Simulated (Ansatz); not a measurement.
Geometry optimisation, DFT PBE, scalar-relativistic, plane waves, PAW in Ansatz 0.2.0.

The input (input.yaml):

```yaml
crystal:
  lattice:
    - [5.813, 0.0, 0.0]
    - [-2.9065, 5.034206, 0.0]
    - [0.0, 0.0, 15.2549]
  atoms:
    - { symbol: W, position: [0.0, 0.0, 0.0655527] }
    - { symbol: C, position: [0.3333333, 0.1666667, 0.1585261] }
    - { symbol: W, position: [0.0, 0.0, 0.2514995] }
    - { symbol: C, position: [0.3333333, 0.1666667, 0.3444729] }
    - { symbol: W, position: [0.0, 0.5, 0.0655527] }
    - { symbol: C, position: [0.3333333, 0.6666667, 0.1585261] }
    - { symbol: W, position: [0.0, 0.5, 0.2514995] }
    - { symbol: C, position: [0.3333333, 0.6666667, 0.3444729] }
    - { symbol: W, position: [0.5, 0.0, 0.0655527] }
    - { symbol: C, position: [0.8333333, 0.1666667, 0.1585261] }
    - { symbol: W, position: [0.5, 0.0, 0.2514995] }
    - { symbol: C, position: [0.8333333, 0.1666667, 0.3444729] }
    - { symbol: W, position: [0.5, 0.5, 0.0655527] }
    - { symbol: C, position: [0.8333333, 0.6666667, 0.1585261] }
    - { symbol: W, position: [0.5, 0.5, 0.2514995] }
    - { symbol: C, position: [0.8333333, 0.6666667, 0.3444729] }
    - { symbol: Cl, position: [0.3115837, 0.9092203, 0.4932776] }
    - { symbol: H, position: [0.2932924, 1.1058998, 0.5227763] }
basis:
  ecutwfc: 420.0
kpoints:
  mp_grid: { grid: [4, 4, 1] }
hamiltonian:
  xc: pbe
  pseudopotentials: { kind: paw, azcp: { folder: soft_1 } }
scf:
  occupations: { method: gaussian, width: 0.05 }
  lower_state_search: "off"
relax:
  f_tol: 0.03
  max_steps: 60
  adjacent_minimum: "off"
  constraints: [{ sites: [0, 4, 8, 12] }]
```

Command:

```bash
$ ansatz run input.yaml --threads 4 --pin off --max-ram 10240MiB --backend cpu --events-out ev --progress --plain --runs-dir out
```

Q: Where does it end, and by what steps?

A: It converged. The force dipped under the threshold on the way, but the program's further checks kept it going. Limits of this set-up: coarse k mesh, thin slab, slab without dipole correction, no dispersion correction for a molecule that may bind weakly, a typed lattice constant that wasn't relaxed here. After 24 steps the energy has fallen by 3.942 eV; Cl17 moved furthest, 0.99 Å.

```tsv
step	energy less start (eV)	largest force component (eV/Å)	accepted
0	0.0000	5.390	yes
1	-3.4448	1.062	yes
2	-3.8057	0.315	yes
3	-3.8521	0.401	yes
4	-3.8740	0.606	yes
5	-3.9009	0.091	yes
6	-3.9060	0.428	yes
7	-3.9157	0.071	yes
8	-3.9174	0.155	yes
9	-3.9175	0.258	yes
10	-3.9184	0.252	yes
11	-3.9198	0.356	yes
12	-3.9225	0.232	yes
13	-3.9265	0.027	yes
14	-3.9266	0.027	yes
15	-3.9299	0.152	yes
16	-3.9328	0.273	yes
17	-3.9361	0.212	yes
18	-3.9395	0.098	yes
19	-3.9401	0.018	yes
20	-3.9401	0.018	yes
21	-3.9405	0.027	yes
22	-3.9411	0.050	yes
23	-3.9416	0.036	yes
24	-3.9417	0.025	yes
```

```xyz
18
Lattice="5.8130 0.0000 0.0000 -2.9065 5.0342 0.0000 0.0000 0.0000 15.2549" Properties=species:S:1:pos:R:3
W 0.000 0.000 1.000
C 1.453 0.839 2.318
W 0.001 0.001 3.870
C 1.453 0.839 4.989
W -1.453 2.517 1.000
C 0.000 3.356 2.316
W -1.453 2.517 3.870
C 0.001 3.356 4.976
W 2.906 0.000 1.000
C 4.360 0.839 2.316
W 2.905 0.001 3.869
C 4.360 0.840 4.976
W 1.453 2.517 1.000
C 2.907 3.356 2.316
W 1.453 2.514 3.870
C 2.906 3.356 4.977
Cl -1.411 4.885 8.269
H -1.447 5.379 7.062
```

Whether the end is a true minimum wasn't checked by a vibrational analysis.

Run time: 2.3 min on 4 threads of Intel(R) Xeon(R) Platinum 8259CL CPU @ 2.50GHz (Skylake/Cascade Lake), on a shared host, peak memory 1.3 GiB.
